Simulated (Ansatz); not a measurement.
Run this with the Ansatz DFT code, driven from Python and show what comes out.

`brgeh3o.py`
```python
"""Energy of BrGeH3O as one group turns about a bond."""

import ansatz as az
from ase import Atoms

BASIS = "def2-SVP"
XC = "B3LYP"
FMAX = 0.02

atoms = Atoms(["O", "Ge", "Br", "H", "H", "H"], positions=[
    [-0.5575, -1.3905, 0.1413],
    [0.3161, 0.1819, 0.1628],
    [-1.176, 1.9843, -0.0648],
    [-0.959, -1.3468, -0.7674],
    [1.3368, 0.1943, -1.0256],
    [1.0817, 0.3128, 1.5074],
])

# relax first, so that the scan starts from a minimum
first = (
    az.Crystal.molecule_from_ase(atoms).calculation()
    .basis(gaussian=BASIS)
    .functional(XC)
    .accuracy("medium")  # preset for grids and thresholds
    .scf(lower_state_search="off")
    .relax(force_tolerance=FMAX, max_steps=80)  # relax until the tolerances are met
)
atoms.positions = first.run(threads=1, backend="cpu").report["positions_ang"]

start = atoms.get_dihedral(2, 1, 0, 3)
energies = {}
for turn in range(0, 360, 30):
    turned = atoms.copy()
    turned.set_dihedral(2, 1, 0, 3, start + turn, indices=[0, 3])
    calculation = az.Crystal.molecule_from_ase(turned).calculation()
    calculation = calculation.basis(gaussian=BASIS)
    calculation = calculation.functional(XC).accuracy("medium")
    calculation = calculation.scf(lower_state_search="off")
    energies[round((start + turn) % 360)] = calculation.run(threads=1, backend="cpu").report["free_energy_ev"]
floor = min(energies.values())
print("dihedral Br2-Ge1-O0-H3 (deg)   E - E(min) (kJ/mol)")
for angle, e in sorted(energies.items()):
    print(f"{angle:8d} {96.485332 * (e - floor):14.3f}  " + "#" * int(30 * (e - floor) / max(max(energies.values()) - floor, 1e-9)))
```

```console
$ python brgeh3o.py
dihedral Br2-Ge1-O0-H3 (deg)   E - E(min) (kJ/mol)
      28          1.673  ###
      58          0.000
      88          2.171  ###
     118          7.947  ##############
     148         13.890  #########################
     178         16.374  ##############################
     208         14.364  ##########################
     238          9.911  ##################
     268          6.074  ###########
     298          4.738  ########
     328          5.011  #########
     358          4.233  #######
```

Reading the output:
- The settings weren't tested for convergence.
- The scan is rigid and the energies are electronic, in a modest basis. With rigid groups the curve can differ much from the relaxed path, the start wasn't checked as a minimum of this torsion, and equivalent turns needn't return to the same energy.
- b3lyp holds the VWN-RPA fit, as in Gaussian; the form of ORCA and Turbomole is b3lyp5.
- Run time: 77 s on 1 thread of Arm Neoverse N1, with other jobs on the host, peak memory 0.27 GiB.

(A comment or docstring line of the script was reworded after the run, the code is as it ran.)
